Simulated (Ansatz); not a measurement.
# Zn2SbO4: the cost of one run

Method: DFT PBE, scalar-relativistic, plane waves, PAW, unless a step names another level, in Ansatz 0.2.0.

12 further runs of the same task are left out: 4 that didn't finish, 8 set aside as unsound or not needed. Runs told in other sessions of the task aren't counted.

### 1 What the formula suggests

Pauling electronegativities: Zn 1.65, Sb 2.05, O 3.44 (spread 1.79). No set of common oxidation states balances it. Tabulated atomic sizes suggest about 13 Å³/atom. 35 candidates were drawn, by swapping species into database cells of other compounds, at random by space group and Wyckoff sites, or by hand, as the table says:

| name | made from | space group no. | Wyckoff sites | atoms (primitive cell) | V (Å³/atom) |
| --- | --- | --- | --- | --- | --- |
| c01 | random | 191 | Zn 2e; Sb 1a; O 3g, 1b | 7 | 16.5 |
| c02 | random | 166 | Zn 6c; Sb 3a; O 9d, 3b | 7 | 14.8 |
| c03 | random | 123 | Zn 2f; Sb 1c; O 2e, 2h | 7 | 13.5 |
| c04 | random | 123 | Zn 1c, 1b; Sb 1a; O 2e, 2f | 7 | 15.7 |
| c05 | random | 107 | Zn 2a, 2a; Sb 2a; O 4b, 4b | 7 | 14.6 |
| c06 | random | 65 | Zn 4h; Sb 2a; O 4f, 2b, 2d | 7 | 16.5 |
| c07 | database cell of Cu2WS4 | 121 | Zn 4c; Sb 2a; O 8i | 7 | 14.9 |
| c08 | random | 139 | Zn 4d; Sb 2b; O 8g | 7 | 15.7 |
| c09 | random | 216 | Zn 4b, 4d; Sb 4a; O 16e | 7 | 15.9 |
| c10 | database cell of Pr2CuO4 | 139 | Zn 4e; Sb 2a; O 4c, 4d | 7 | 12.1 |
| c11 | database cell of KV2S4 | 6 | Zn 1a, 1b; Sb 1b; O 1a, 1b, 1a, 1b | 7 | 13.4 |
| c12 | random | 191 | Zn 2e; Sb 1a; O 4h | 7 | 14.4 |
| c13 | database cell of BaP4Pd2 | 139 | Zn 4d; Sb 2a; O 8j | 7 | 13.0 |
| c14 | random | 65 | Zn 4i; Sb 2a; O 4l, 4f | 7 | 13.1 |
| c15 | database cell of K4CdAs2 | 166 | Zn 6c; Sb 3a; O 6c, 6c | 7 | 17.0 |
| c16 | random | 25 | Zn 2h; Sb 1c; O 2f, 2f | 7 | 16.2 |
| c17 | random | 139 | Zn 4d; Sb 2b; O 8f | 7 | 16.9 |
| c18 | random | 183 | Zn 2b; Sb 1a; O 3c, 1a | 7 | 13.5 |
| c19 | random | 123 | Zn 1b, 1d; Sb 1c; O 4i | 7 | 16.2 |
| c20 | database cell of Sr2MnO4 | 139 | Zn 4e; Sb 2a; O 4e, 4c | 7 | 11.2 |
| c21 | random | 38 | Zn 4e; Sb 2a; O 8f | 7 | 15.5 |
| c22 | database cell of K2CuF4 | 65 | Zn 4j; Sb 2a; O 2b, 2d, 4i | 7 | 11.2 |
| c23 | database cell of LiMg4Si2 | 123 | Zn 1a, 1d; Sb 1c; O 4i | 7 | 16.9 |
| c24 | random | 187 | Zn 1f, 1a; Sb 1e; O 2h, 1c, 1b | 7 | 13.6 |
| c25 | random | 216 | Zn 4c, 4b; Sb 4d; O 16e | 7 | 13.1 |
| c26 | built by hand: Sr2PbO4 (Cd2SnO4) | 55 | Zn 4h; Sb 2a; O 4g, 4h | 14 | 13.0 |
| c27 | random | 42 | Zn 8c; Sb 4a; O 8d, 8d | 7 | 14.3 |
| c28 | database cell of Na2H4Pt | 139 | Zn 4d; Sb 2a; O 8h | 7 | 13.9 |
| c29 | built by hand: Normal spinel | 227 | Zn 16d; Sb 8a; O 32e | 14 | 13.0 |
| c30 | database cell of K2PdCl4 | 123 | Zn 2e; Sb 1a; O 4j | 7 | 13.8 |
| c31 | random | 2 | Zn 2i; Sb 1e; O 1d, 1b, 1h, 1f | 7 | 13.7 |
| c32 | built by hand: Ordered inverse spinel (Imma) | 74 | Zn 4e, 4c; Sb 4a; O 8i, 8h | 14 | 13.0 |
| c33 | random | 156 | Zn 1b, 1a; Sb 1b; O 3d, 1c | 7 | 15.8 |
| c34 | random | 65 | Zn 4l; Sb 2c; O 8o | 7 | 13.1 |
| c35 | database cell of La2CoSb4 | 115 | Zn 2g; Sb 1b; O 2g, 1c, 1d | 7 | 13.8 |

### 2 Screening run of c24

Contents of input.yaml:

```yaml
crystal:
  lattice:
    - [3.65793476, 0.0, 0.0]
    - [-1.82896738, 3.16786443, 0.0]
    - [0.0, 0.0, 8.20530279]
  atoms:
    - { symbol: Zn, position: [0.66666667, 0.33333333, 0.5] }
    - { symbol: Zn, position: [0.0, 0.0, 0.0] }
    - { symbol: Sb, position: [0.66666667, 0.33333333, 0.0] }
    - { symbol: O, position: [0.33333333, 0.66666667, 0.64250885] }
    - { symbol: O, position: [0.33333333, 0.66666667, 0.35749115] }
    - { symbol: O, position: [0.33333333, 0.66666667, 0.0] }
    - { symbol: O, position: [0.0, 0.0, 0.5] }
basis:
  ecutwfc: 420
kpoints:
  mp_grid: { grid: [5, 5, 2] }
hamiltonian:
  xc: pbe
scf:
  occupations: { method: gaussian, width: 0.2 }
  lower_state_search: "off"
output:
  forces: true
  stress: true
  eigenvalues: true
relax:
  adjacent_minimum: "off"
  f_tol: 0.08
  max_steps: 16
  cell: { stress_tol: 0.8 }
```

The run is started by

```console
ansatz run input.yaml --threads 1 --pin off --max-ram 2560MiB --backend cpu --events-out ev --progress --plain --runs-dir out
```

**Question.** How long does this run take on 1 thread of Intel Xeon Platinum 8488C (Sapphire Rapids), shared host, and how much memory does it need?

About 68 s, with a peak of 0.42 GiB.
